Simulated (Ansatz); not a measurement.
# CH4AlNSe: up Jacob's ladder to CCSD(T)

The task here is to estimate one member of a computed series from the others.

Method: functionals in def2-TZVPP, the program's frozen cores in correlated methods; program: Ansatz 0.2.0, Gaussian basis.

Levels to be run: LDA (SPW92), PBE-D4, revPBE-D4, BLYP-D4, r2SCAN-D4, B97M-V, PBE0-D4, B3LYP-D4, r2SCANh-D4, r2SCAN0-D4, HSE06-D4, BHLYP-D4, CAM-B3LYP-D4, LC-ωPBE, ωB97X-V, ωB97M-V, B2PLYP, PBE-QIDH; CCSD(T)/def2-SVP; CCSD(T)/def2-TZVPP; MP2/def2-QZVPP; extrapolation to the limit; RPA on PBE.

**The relaxed structure**

All runs share one geometry, relaxed beforehand with PBE0-D4 in a triple-zeta def2 set.

SMILES `[AlH2]/[N]=C\[SeH]`, 8 atoms, charge 0, spin multiplicity 1.

Atoms are counted from 1 here; the program's logs count them from 0.

Bond lengths: Al1–N2 1.752 Å, Al1–H5 1.579 Å, Al1–H6 1.579 Å, N2–C3 1.233 Å, C3–Se4 1.932 Å, C3–H7 1.097 Å, Se4–H8 1.469 Å. Angles: N2–Al1–H5 117.3°, N2–Al1–H6 117.3°, H5–Al1–H6 125.4°, Al1–N2–C3 177.5°, N2–C3–Se4 123.3°, N2–C3–H7 124.8°, Se4–C3–H7 111.9°, C3–Se4–H8 94.7°.

The first run:

File in.yaml:

```yaml
crystal:
  periodic: [false, false, false]
  atoms:
    - {symbol: Al, position_ang: [0.007754, 2.010045, -0.314811]}
    - {symbol: N, position_ang: [-0.198138, 0.297492, -0.006701]}
    - {symbol: C, position_ang: [-0.289868, -0.914964, 0.199255]}
    - {symbol: Se, position_ang: [1.202677, -2.132366, 0.052489]}
    - {symbol: H, position_ang: [-0.221089, 2.512435, -1.793993]}
    - {symbol: H, position_ang: [0.384162, 2.927087, 0.914042]}
    - {symbol: H, position_ang: [-1.214117, -1.432894, 0.484663]}
    - {symbol: H, position_ang: [0.420820, -3.323936, 0.409255]}
basis:
  gaussian: {orbitals: def2-TZVPP}
hamiltonian: {xc: lda}
output: {orbitals: {seedname: orbitals}}
```

Started as:

```console
$ ansatz run in.yaml --threads 2 --pin off --events-out ev --progress --plain --max-ram 4352MiB
```

Steps of the session up to this table: LDA; PBE-D4 (GGA); revPBE-D4 (GGA); BLYP-D4 (GGA); r2SCAN-D4 (meta-GGA); B97M-V (meta-GGA); PBE0-D4 (hybrid); B3LYP-D4 (hybrid); r2SCANh-D4 (hybrid); r2SCAN0-D4 (hybrid); HSE06-D4 (hybrid); BHLYP-D4 (hybrid); CAM-B3LYP-D4 (range-separated); LC-ωPBE (range-separated); ωB97X-V (range-separated); ωB97M-V (range-separated); B2PLYP (double hybrid); PBE-QIDH (double hybrid).

One table of the session follows, with a row left open; its other results are not shown here.

It belongs to the step «Orbital energies across the functionals». 

```
  functional  HOMO (eV)  gap (eV)
 LDA (SPW92)      -5.97      3.83
      PBE-D4      -5.80      3.90
   revPBE-D4      -5.74      3.93
     BLYP-D4      -5.67      3.93
   r2SCAN-D4      -6.01      4.30
      B97M-V      -6.09      4.44
     PBE0-D4      -6.95      5.92
    B3LYP-D4      -6.74      5.52
  r2SCANh-D4          ?         ?
  r2SCAN0-D4      -7.11      6.28
    HSE06-D4      -6.56      5.17
    BHLYP-D4      -8.01      7.75
CAM-B3LYP-D4      -8.24      8.13
     LC-ωPBE      -9.52     10.49
     ωB97X-V      -9.20     10.06
     ωB97M-V      -9.11      9.70
```

Estimate the missing values for r2SCANh-D4.

Worked estimate for «HOMO (eV)». Against the share of exact exchange, r2SCAN-D4 (0, -6.01), r2SCAN0-D4 (0.25, -7.11) give a slope of -4.40 per unit share; at 0.1 the line stands at -6.45.

The run gave: HOMO (eV): -6.45; gap (eV): 5.11. In «HOMO (eV)» the line misses by 0.00.
